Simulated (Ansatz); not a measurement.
# Mg2CdS3: the cost of one run

Computed with Ansatz 0.2.0 (DFT PBE, scalar-relativistic, plane waves, PAW, unless a step names another level, unless a step's input says otherwise).

2 further runs of the same task are left out: 2 that didn't finish.

## 1. The structure to begin with

It takes space group Cmc2_1 (No. 36, orthorhombic). Conventional cell: a = 12.279 Å, b = 7.089 Å, c = 6.622 Å, α = 90.00°, β = 90.00°, γ = 90.00°. Around Mg (site symmetry 1) lie 4 S at 2.46 to 2.47 Å. Around Cd (site symmetry m) lie 4 S at 2.56 to 2.57 Å. S (site symmetry m) is surrounded by 2 Mg at 2.46 Å and 2 Cd at 2.56 to 2.57 Å. Around S (site symmetry 1) lie 3 Mg at 2.46 to 2.47 Å and 1 Cd at 2.57 Å.

Structure file:

```
CELL_PARAMETERS angstrom
6.13926 -3.54453 0.00000
6.13926 3.54453 0.00000
0.00000 0.00000 6.62193
ATOMIC_POSITIONS crystal
Mg 0.16605 0.49784 0.50143
Mg 0.83395 0.50216 0.00143
Mg 0.49784 0.16605 0.00143
Mg 0.50216 0.83395 0.50143
Cd 0.82955 0.17045 0.50197
Cd 0.17045 0.82955 0.00197
S 0.82406 0.17594 0.11354
S 0.16718 0.48907 0.12832
S 0.83282 0.51093 0.62832
S 0.17594 0.82406 0.61354
S 0.48907 0.16718 0.62832
S 0.51093 0.83282 0.12832
```

It came out lowest among 24 distinct ends of the trial cells. At a tolerance of 0.02 Å it has space group Cmc2_1 (No. 36).

## 2. Relaxing to 0.001 eV/Å, on the response runs' mesh and smearing

Contents of input.yaml:

```yaml
crystal:
  lattice:
    - [6.139258867, -3.544526624, 0.0]
    - [6.139258867, 3.544526624, 0.0]
    - [0.0, 0.0, 6.6219349925]
  atoms:
    - { symbol: Mg, position: [0.166053045, 0.497839393, 0.5014278912] }
    - { symbol: Mg, position: [0.833946955, 0.502160607, 0.0014278912] }
    - { symbol: Mg, position: [0.497839393, 0.166053045, 0.0014278912] }
    - { symbol: Mg, position: [0.502160607, 0.833946955, 0.5014278912] }
    - { symbol: Cd, position: [0.8295542717, 0.1704457283, 0.501970386] }
    - { symbol: Cd, position: [0.1704457283, 0.8295542717, 0.001970386] }
    - { symbol: S, position: [0.8240633846, 0.1759366154, 0.1135385381] }
    - { symbol: S, position: [0.1671814364, 0.4890671444, 0.1283176468] }
    - { symbol: S, position: [0.8328185636, 0.5109328556, 0.6283176468] }
    - { symbol: S, position: [0.1759366154, 0.8240633846, 0.6135385381] }
    - { symbol: S, position: [0.4890671444, 0.1671814364, 0.6283176468] }
    - { symbol: S, position: [0.5109328556, 0.8328185636, 0.1283176468] }
basis:
  ecutwfc: 420
kpoints:
  mp_grid: { grid: [6, 6, 4] }
hamiltonian:
  xc: pbe
scf:
  occupations: { method: fixed }
output:
  forces: true
  stress: true
  eigenvalues: true
relax:
  adjacent_minimum: "off"
  f_tol: 0.001
  max_steps: 60
  cell: { stress_tol: 0.01 }
```

Started as:

```sh
$ ansatz run input.yaml --threads 3 --pin off --max-ram 7680MiB --backend cpu --events-out ev --progress --plain --runs-dir out
```

**Question.** How long does this run take on 3 threads of Intel Xeon 6975P-C (Granite Rapids), shared host, and how much memory does it need?

About 33 s, with a peak of 1 GiB.
